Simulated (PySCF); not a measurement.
# [TaCl6]-: geometry

Wanted: the geometry of [TaCl6]- (`[Cl][Ta-]([Cl])([Cl])([Cl])([Cl])[Cl]`), by calculation.

Computed with PySCF 2.14.0, on a single molecule in the gas phase. Atoms are numbered from 0 throughout.

3 further runs of the same task are left out: 3 for a known fault of the program.

### Step 1. The molecule as given

7 atoms, charge -1, multiplicity 1; geometry from: GFN2-xTB. The atoms were then displaced at random by about 0.03 Å, so the start is not that level's minimum.

Bonds of the start (Å): Ta0–Cl1 2.34, Ta0–Cl2 2.40, Ta0–Cl3 2.40, Ta0–Cl4 2.43, Ta0–Cl5 2.45, Ta0–Cl6 2.29.

### Step 2. Optimising the geometry at PBE0-D3(BJ)/def2-SVP

What the job is given:

```
{"job": {"xc": "PBE0", "basis": "def2-SVP", "d3": "d3bj", "grid": 1, "maxiter": 30, "shake": 0.03, "kind": "geom"}, "charge": -1, "multiplicity": 1}
Ta     0.061460    -0.076520     0.012550
Cl    -0.024400    -0.013190     2.350710
Cl    -0.030040     0.011850    -2.382820
Cl     2.456770     0.004410     0.003280
Cl    -2.365140    -0.037110    -0.055780
Cl    -0.031330     2.371560     0.006830
Cl     0.024540    -2.363000    -0.003320
```

On the command line:

```console
$ OMP_NUM_THREADS=1 python heavy_run.py task.json out
```

The driver reads the jobs from task.json and runs them one after another.

What it wrote:

```text
step   0  E = -2816.91613147  max force = 0.038696
step   1  E = -2816.91999866  max force = 0.008835
step   2  E = -2816.91775654  max force = 0.009352
step   3  E = -2816.92038625  max force = 0.005921
step   4  E = -2816.92092111  max force = 0.002195
step   5  E = -2816.92088650  max force = 0.001289
step   6  E = -2816.92100614  max force = 0.000560
step   7  E = -2816.92102716  max force = 0.000255
step   8  E = -2816.92103649  max force = 0.000266
optimisation converged
```

Wall time 2 min (1 thread of Intel Xeon Platinum 8488C, shared host); peak memory 0.64 GiB.

Along the way: (the energy doesn't fall at every step)

```csv
step,energy from step 0 (eV),largest force component (eV/Å)
0,0.0000,1.9898
1,-0.1052,0.4543
2,-0.0442,0.4809
3,-0.1158,0.3045
4,-0.1303,0.1129
5,-0.1294,0.0663
6,-0.1326,0.0288
7,-0.1332,0.0131
8,-0.1335,0.0137
```

Close pairs (by a distance rule), those that changed most:

```
   bond  before (Å)  after (Å)  change (Å)
Ta0–Cl6       2.287      2.370      +0.084
Ta0–Cl5       2.450      2.370      -0.080
Ta0–Cl4       2.428      2.370      -0.058
Ta0–Cl1       2.341      2.370      +0.030
Ta0–Cl2       2.399      2.370      -0.029
Ta0–Cl3       2.397      2.370      -0.026
```

Final coordinates:

```
atom     x (Å)     y (Å)     z (Å)
 Ta0   0.01258  -0.01387  -0.01015
 Cl1  -0.00303  -0.02421   2.36015
 Cl2   0.02090  -0.00109  -2.38012
 Cl3   2.38290   0.00739  -0.00207
 Cl4  -2.35725  -0.04212  -0.02990
 Cl5  -0.00494   2.35608   0.00426
 Cl6   0.04070  -2.38417  -0.01073
```

| at the end point | value |
| --- | --- |
| point group (found at 0.08 Å tolerance) | Oh |
| rotational constants (GHz, main isotopes) | 0.644, 0.643, 0.642 |

### Step 3. Summary of results

```
                            quantity                 value
                         point group                    Oh
rotational constants (main isotopes)  0.64, 0.64, 0.64 GHz
```

The start was shaken at random, so part of the energy gained undoes that. Relaxing lowered the energy by 0.133 eV in 8 steps; the close pair that moved most is Ta0–Cl6, from 2.287 to 2.370 Å. No frequency check was run at this level, so the end point may be a saddle.
